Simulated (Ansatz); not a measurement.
# AlCo3: the cost of one run

Program: Ansatz 0.2.0. Level of theory: DFT PBEsol, scalar-relativistic, plane waves, PAW. These are calculated values, not measurements.

## (1) Starting point

Symmetry: P6_3/mmc, No. 194, hexagonal system. Conventional cell: a = 5.074 Å, b = 5.074 Å, c = 4.086 Å, α = 90.00°, β = 90.00°, γ = 120.00°. Al (site symmetry -6m2) has 12 Co at 2.52 to 2.54 Å as nearest neighbours. Co (site symmetry mm2) has 8 Co at 2.50 to 2.56 Å and 4 Al at 2.52 to 2.54 Å as nearest neighbours.

Structure file:

```xyz
8
Lattice="5.0744 0.0000 0.0000 -2.5372 4.3945 0.0000 0.0000 0.0000 4.0857" Properties=species:S:1:pos:R:3 pbc="T T T"
Al    2.5372    1.4648    1.0214
Al    0.0000    2.9297    3.0642
Co    0.0000    1.4491    1.0214
Co    1.2822    3.6700    1.0214
Co   -1.2822    3.6700    1.0214
Co    2.5372    2.9454    3.0642
Co    1.2549    0.7245    3.0642
Co    3.8194    0.7245    3.0642
```

The structure comes from the Materials Project (structure only).

(A quick probe on a coarse mesh, which set the mesh and smearing, is not shown.)

## (3) Full relaxation

input.yaml

```yaml
crystal:
  lattice:
    - [5.0743622598, 0.0, 0.0]
    - [-2.5371811299, 4.394526625, 0.0]
    - [0.0, 0.0, 4.08565]
  atoms:
    - { symbol: Al, position: [0.66666667, 0.33333333, 0.25] }
    - { symbol: Al, position: [0.33333333, 0.66666667, 0.75] }
    - { symbol: Co, position: [0.164874, 0.329748, 0.25], spin: 1.49 }
    - { symbol: Co, position: [0.670252, 0.835126, 0.25], spin: 1.49 }
    - { symbol: Co, position: [0.164874, 0.835126, 0.25], spin: 1.49 }
    - { symbol: Co, position: [0.835126, 0.670252, 0.75], spin: 1.49 }
    - { symbol: Co, position: [0.329748, 0.164874, 0.75], spin: 1.49 }
    - { symbol: Co, position: [0.835126, 0.164874, 0.75], spin: 1.49 }
basis:
  ecutwfc: 420
kpoints:
  mp_grid: { grid: [12, 12, 10] }
hamiltonian:
  xc: pbesol
scf:
  occupations: { method: gaussian, width: 0.1 }
output:
  forces: true
  stress: true
  eigenvalues: true
  populations: true
  write_density: true
  write_potential: true
  elf: true
  volumetric_format: npy
magnetization:
  spin_polarized: true
relax:
  adjacent_minimum: "off"
  f_tol: 0.005
  max_steps: 80
  cell: { stress_tol: 0.05 }
```

The run is started by

```console
ansatz run input.yaml --threads 2 --pin off --max-ram 5120MiB --backend cpu --events-out ev --progress --plain --runs-dir out
```

What time and memory should one allow on 2 threads of Intel Xeon Platinum 8375C at 2.90GHz (Ice Lake), shared host?

About 6.5 min, with a peak of 1.2 GiB.
